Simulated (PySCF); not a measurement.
# B2H6OSSi: the cost of one run

Computed with PySCF 2.14.0, with density-fitted response routines of our own, on a single molecule in the gas phase. Atoms count from 0, in the outputs and in this text.

**1. The starting structure**

11 atoms, charge 0, multiplicity 1; geometry from: GFN2-xTB. The atoms were then displaced at random by about 0.01 Å, so the start is not that level's minimum.

Bonds of the start (Å): B0–O1 1.30, O1–B2 1.31, B2–S3 1.76, S3–Si4 2.15, B0–H5 1.16, B0–H6 1.20, B2–H7 1.18, Si4–H8 1.48, Si4–H9 1.45, Si4–H10 1.45.

**2. Optimising the geometry at PBE0-D3(BJ)/def2-SVP**

What the job is given:

```
{"job": {"xc": "PBE0", "basis": "def2-SVP", "d3": "d3bj", "grid": 1, "shake": 0.01, "kind": "geom"}, "charge": 0, "multiplicity": 1}
B      1.825390     0.707240     0.243800
O      1.190140    -0.227940    -0.401900
B      0.541700    -1.173470    -1.035920
S     -1.193050    -1.384510    -0.868980
Si    -1.807030     0.182820     0.469730
H      2.223690     0.530690     1.318820
H      1.940560     1.782760    -0.278650
H      1.143680    -1.920900    -1.730900
H     -1.118780     0.014750     1.774520
H     -3.241660    -0.012370     0.596200
H     -1.466530     1.475100    -0.102380
```

Command:

```sh
$ OMP_NUM_THREADS=1 python probes_run.py task.json out
```

This one command runs all jobs of the session in turn.

**Question.** How long does this first job take on 1 thread of Arm Neoverse V2, shared host, and how much memory does it need?

About 22 s, with a peak of 0.45 GiB.
